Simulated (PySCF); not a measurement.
# BiH4O4 (Bi(OH)4-): the cost of one run

Program: PySCF 2.14.0. Level of theory: PBE0, Bi def2-SVP with ECP60, O def2-SVP, H def2-SVP; scalar-relativistic core potentials, no spin–orbit coupling. These are calculated values, not measurements.

1 further run of the same task is left out (for a known fault of the program).

## (1) Starting geometry

9 atoms, charge -1, spin multiplicity 1.

Bond lengths: Bi1–O2 2.024 Å, Bi1–O4 2.024 Å, Bi1–O6 2.024 Å, Bi1–O8 2.024 Å, O2–H3 0.966 Å, O4–H5 0.966 Å, O6–H7 0.966 Å, O8–H9 0.966 Å. Angles: O2–Bi1–O4 109.5°, O2–Bi1–O6 109.5°, O2–Bi1–O8 109.5°, O4–Bi1–O6 109.5°, O4–Bi1–O8 109.5°, O6–Bi1–O8 109.5°, Bi1–O2–H3 158.7°, Bi1–O4–H5 158.7°, Bi1–O6–H7 158.7°, Bi1–O8–H9 158.7°.

Coordinates:

```
Bi    0.0000    0.0000    0.0000
O     1.1686    1.1686    1.1686
H     1.9357    1.4407    1.6882
O    -1.1686   -1.1686    1.1686
H    -1.9357   -1.4407    1.6882
O     1.1686   -1.1686   -1.1686
H     1.4407   -1.9357   -1.6882
O    -1.1686    1.1686   -1.1686
H    -1.4407    1.9357   -1.6882
```

Formal oxidation states: Bi +3.

## (2) SCF at the start, singlet

The input, run.py (the lines that set the calculation):

```python
mol = gto.M(atom='''
Bi     0.00000     0.00000     0.00000
O      1.16860     1.16860     1.16860
H      1.93570     1.44070     1.68820
O     -1.16860    -1.16860     1.16860
H     -1.93570    -1.44070     1.68820
O      1.16860    -1.16860    -1.16860
H      1.44070    -1.93570    -1.68820
O     -1.16860     1.16860    -1.16860
H     -1.44070     1.93570    -1.68820''',
    basis={'Bi': 'def2-SVP', 'O': 'def2-SVP', 'H': 'def2-SVP'},
    ecp={'Bi': 'def2-SVP'},
    charge=-1, spin=0)
mf = dft.RKS(mol, xc='PBE0')
mf.grids.atom_grid = (50, 194)
mf = mf.density_fit()  # fitting sets: Bi def2-universal-JKFIT, O def2-universal-JKFIT, H def2-universal-JKFIT
mf.conv_tol = 1e-08; mf.max_cycle = 55
mf.kernel(dm0)  # dm0: free metal ions and neutral atoms
```

The run is started by

```sh
$ OMP_NUM_THREADS=2 python run.py
```

**Question.** How long does this run take on 2 threads of Arm Neoverse V1, shared host, and how much memory does it need?

About 2 s, with a peak of 0.56 GiB.
